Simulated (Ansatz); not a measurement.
## HfTaN2 from HfN and TaN: a reaction energy, step by step

Program: Ansatz 0.2.0, Python API.

Typed at the interpreter:
```pycon
>>> from collections import Counter
>>> import warnings
>>> import ansatz as az
>>> import numpy as np
>>> FUNCTIONAL = "lda"
>>> ECUT = 520
>>> K_SPACING = 0.27
>>> FILLING = "gaussian"
>>> WIDTH_EV = 0.05
>>> PHASES = {
...     "HfTaN2 R-3m": (
...         [[1.58631599, 0.91585996, 5.13438909], [-1.58631599, 0.91585996, 5.13438909], [0.0, -1.83171992, 5.13438909]],
...         [
...             ("Hf", [0.0, 0.0, 0.0]),
...             ("Ta", [0.5, 0.5, 0.5]),
...             ("N", [0.250298, 0.250298, 0.250298]),
...             ("N", [0.749702, 0.749702, 0.749702]),
...         ],
...     ),
...     "HfN Fm-3m": (
...         [[0.0, 2.256, 2.256], [2.256, 0.0, 2.256], [2.256, 2.256, 0.0]],
...         [
...             ("Hf", [0.0, 0.0, 0.0]),
...             ("N", [0.5, 0.5, 0.5]),
...         ],
...     ),
...     "TaN P-62m": (
...         [[5.196, 0.0, 0.0], [-2.598, 4.499868, 0.0], [0.0, 0.0, 2.911]],
...         [
...             ("Ta", [1 / 3, 2 / 3, 0.5]),
...             ("Ta", [2 / 3, 1 / 3, 0.5]),
...             ("Ta", [0.0, 0.0, 0.0]),
...             ("N", [0.39285, 0.0, 0.0]),
...             ("N", [0.60715, 0.60715, 0.0]),
...             ("N", [0.0, 0.39285, 0.0]),
...         ],
...     ),
... }
>>> def build(vectors, sites):
...     crystal = az.Crystal(lattice=az.Lattice.of(vectors))
...     for symbol, position in sites:
...         crystal = crystal.atom(symbol, position)
...     return crystal
...
>>> def ground_state(name, crystal):
...     calc = (
...         crystal.calculation()
...         .functional(FUNCTIONAL)
...         .basis(ECUT)
...         .kpoints(spacing=K_SPACING)
...         .occupations(FILLING, width=WIDTH_EV)
...         .stress()
...     )
...     calc = calc.relax(force_tolerance=0.01, fix_cell=["shape"])
...     return calc.run(threads=1, pin="off")
...
>>> def counts(outcome):
...     return Counter(site.symbol for site in outcome.lattice.sites)
...
>>> def volume_per_atom(outcome):
...     return abs(np.linalg.det(outcome.lattice.cell_ang)) / len(outcome.lattice.sites)
...
>>> warnings.simplefilter("ignore", az.DeckWarning)
>>> phases = {name: build(*cell) for name, cell in PHASES.items()}
>>> done = {name: ground_state(name, crystal) for name, crystal in phases.items()}

>>> # balance the reaction cell by cell
>>> elements = sorted(counts(done["HfTaN2 R-3m"]))
>>> matrix = np.array([[counts(done[name])[e] for name in ("HfN Fm-3m", "TaN P-62m")] for e in elements], float)
>>> x = np.linalg.lstsq(matrix, [counts(done["HfTaN2 R-3m"])[e] for e in elements], rcond=None)[0]
>>> energy = done["HfTaN2 R-3m"].report["energy_sigma0_ev"] - sum(k * done[name].report["energy_sigma0_ev"] for k, name in zip(x, ("HfN Fm-3m", "TaN P-62m")))
>>> n = len(done["HfTaN2 R-3m"].lattice.sites)
>>> before = sum(k * len(done[name].lattice.sites) * volume_per_atom(done[name]) for k, name in zip(x, ("HfN Fm-3m", "TaN P-62m"))) / n
>>> print(f"{x[0]:.3f} cells of HfN Fm-3m + {x[1]:.3f} cells of TaN P-62m -> 1 cell of HfTaN2 R-3m")
1.000 cells of HfN Fm-3m + 0.333 cells of TaN P-62m -> 1 cell of HfTaN2 R-3m
>>> print(f"reaction energy {1000 * energy / n:+.1f} meV/atom ({96.4853 * energy / n:+.2f} kJ per mole of atoms)")
reaction energy +128.2 meV/atom (+12.37 kJ per mole of atoms)
>>> print(f"volume per atom {before:.3f} -> {volume_per_atom(done['HfTaN2 R-3m']):.3f} A^3")
volume per atom 11.075 -> 10.679 A^3
```

The reaction energy is +128.2 meV an atom, so the product lies above the reactants. The volume per atom goes from 11.075 to 10.679 Å³ (-3.6 %).

Notes:
- Spin is left out of this run.
- Atoms and volume are relaxed with the cell's shape held, which in cells of lower than cubic symmetry can hide stresses and shift volumes.
- Spin-orbit coupling, which matters for elements this heavy, is left out.
- The cells come from databases of deposited and of computed structures, and not all need be stable phases.
- The reactants and the product are the structures named, not necessarily the lowest of each compound, so sign and change of volume hang on that choice. A semilocal functional's error on such energies is often 0.05 to 0.1 eV an atom, and 0.1 to 0.3 eV against gases such as O2 or F2.
- The whole script took 26 s on 1 thread of AMD EPYC 9R45 96-Core Processor (Zen 5) (shared host), peak memory 0.53 GiB.

(Lines on the test bed's own set-up are left out of the output.)
